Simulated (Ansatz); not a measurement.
**UBLYP/STO-3G run of GeH3O (SMILES [O][GeH3])**

Aim: the electronic atomisation energy of GeH3O at UBLYP/STO-3G, from 4 runs. 

Program for the calculation: Ansatz 0.2.0.

80 further runs of the same task are left out: 25 that didn't finish, 55 set aside as unsound or not needed.

**1. The molecule**

GeH3O has 5 atoms, charge 0, and is taken as a doublet. SMILES: `[O][GeH3]`. The shape is that of a PBE0-D4/def2-TZVP optimisation.

Bond lengths: O1–Ge2 1.795 Å, Ge2–H3 1.536 Å, Ge2–H4 1.536 Å, Ge2–H5 1.537 Å. Angles: O1–Ge2–H3 109.7°, O1–Ge2–H4 109.7°, O1–Ge2–H5 102.4°, H3–Ge2–H4 111.5°, H3–Ge2–H5 111.6°, H4–Ge2–H5 111.6°.

**2. A single-point energy at UBLYP/STO-3G**

molecule.yaml

```yaml
crystal:
  periodic: [false, false, false]
  atoms:
    - {symbol: O, position_ang: [-1.443900, 0.418600, 0.777300]}
    - {symbol: Ge, position_ang: [0.072300, -0.056300, -0.056900]}
    - {symbol: H, position_ang: [-0.162200, -0.091200, -1.574700]}
    - {symbol: H, position_ang: [0.548000, -1.418100, 0.471500]}
    - {symbol: H, position_ang: [1.035700, 1.073400, 0.341400]}
basis:
  gaussian:
    orbitals: STO-3G
magnetization:
  spin_polarized: true
  initial_magnetization: 1
hamiltonian:
  xc: {name: BLYP}
accuracy: high
```

Command:

```sh
$ ansatz run molecule.yaml --threads 1 --pin off --max-ram 2610MiB --events-out events.jsonl --progress --plain --runs-dir runs
```

Standard output:

```text
Warning: RAYON_NUM_THREADS=1 ignored (pool sized by the plan → 1); use --threads N
Functional definition: BLYP
  name "BLYP"
  parameter beta = 0.0042
  parameter a = 0.04918
  parameter b = 0.132
  parameter c = 0.2533
  parameter d = 0.349
  exchange = b88_x(beta = beta)
  correlation = lyp_c(a = a, b = b, c = c, d = d)
384 factors; integrals over basis functions are off by at most 5.4e-9 eV
mean field evaluation 1: about -57832.9047 eV, gradient 1.6e2 eV
mean field evaluation 2: about -57643.3304 eV, gradient 1.6e2 eV
mean field evaluation 4: about -57776.8726 eV, gradient 9.4e1 eV
mean field evaluation 8: about -57927.0182 eV, gradient 1.5e1 eV
mean field evaluation 16: about -57928.7007 eV, gradient 1.0e-1 eV
mean field evaluation 32: about -57928.7129 eV, gradient 2.2e-8 eV
mean field -57928.71289080 eV, -2128.8409332449 hartree, gradient 6.8e-8 eV, S^2 0.752062; 3 other end points of the search recorded, 0 dependent functions left out
reference -57928.71292364 eV, -2128.8409344519 hartree; 22, 21 occupied and 4, 5 virtual orbitals, 384 factors
Total energy: -57928.71292364 eV, -2128.8409344519 hartree
```

Wall time 8.7 s (1 thread of Arm Neoverse V1, shared host); peak memory 0.13 GiB.

**3. The Ge atom, same level**

in.yaml

```yaml
crystal:
  periodic: [false, false, false]
  atoms:
    - {symbol: Ge, position_ang: [0.000000, 0.000000, 0.000000]}
basis:
  gaussian:
    orbitals: STO-3G
total_charge: 0
magnetization:
  spin_polarized: true
  initial_magnetization: 2
hamiltonian:
  xc: {name: BLYP}
accuracy: high
```

Run the same way, it converges to -2052.76241 Eh (log not shown).

**4. The H atom, same level**

in.yaml

```yaml
crystal:
  periodic: [false, false, false]
  atoms:
    - symbol: H
      position_ang: [0.000000, 0.000000, 0.000000]
basis:
  gaussian:
    orbitals: STO-3G
hamiltonian:
  xc: {name: BLYP}
magnetization:
  spin_polarized: true
  initial_magnetization: 1
accuracy: high
```

Command:

```sh
$ ansatz run in.yaml --threads 1 --pin off --max-ram 2610MiB --events-out events.jsonl --progress --plain --runs-dir runs
```

Standard output:

```text
Warning: RAYON_NUM_THREADS=1 ignored (pool sized by the plan → 1); use --threads N
Functional definition: BLYP
  name "BLYP"
  parameter beta = 0.0042
  parameter a = 0.04918
  parameter b = 0.132
  parameter c = 0.2533
  parameter d = 0.349
  exchange = b88_x(beta = beta)
  correlation = lyp_c(a = a, b = b, c = c, d = d)
1 factors; integrals over basis functions are off by at most 4.6e-10 eV
mean field evaluation 1: about -12.5918 eV, gradient 0.0e0 eV
mean field evaluation 2: about -12.5918 eV, gradient 0.0e0 eV
mean field -12.59181263 eV, -0.4627405790 hartree, gradient 0.0e0 eV, S^2 0.750000; 0 other end points of the search recorded, 0 dependent functions left out
reference -12.59183075 eV, -0.4627412451 hartree; 1, 0 occupied and 0, 1 virtual orbitals, 1 factors
Total energy: -12.59183075 eV, -0.4627412451 hartree
```

Wall time 0.08 s (1 thread of Arm Neoverse V1, shared host).

**5. The O atom, same level**

in.yaml

```yaml
crystal:
  periodic: [false, false, false]
  atoms:
    - {symbol: O, position_ang: [0.000000, 0.000000, 0.000000]}
basis:
  gaussian: {orbitals: STO-3G}
accuracy: high
hamiltonian: {xc: {name: BLYP}}
magnetization: {spin_polarized: true, initial_magnetization: 2}
```

Run the same way, it converges to -74.00713 Eh (log not shown).

**6. Results**

At UBLYP/STO-3G:

```
                     quantity           value
       molecule: total energy  -2128.84093 Eh
               molecule: ⟨S²⟩           0.752
        Ge atom: total energy  -2052.76241 Eh
                Ge atom: ⟨S²⟩           2.287
         H atom: total energy     -0.46274 Eh
                 H atom: ⟨S²⟩           0.750
         O atom: total energy    -74.00713 Eh
                 O atom: ⟨S²⟩           2.000
electronic atomisation energy       18.590 eV
```

**Reading.** Taking the molecule apart into free atoms costs 18.59 eV (429 kcal/mol), before zero-point energy and without spin-orbit coupling. In a minimal basis such a difference can be off by several eV, whatever the method. ⟨S²⟩ (Ge atom) is 2.29 where a pure triplet has 2.00: the reference is spin-contaminated.
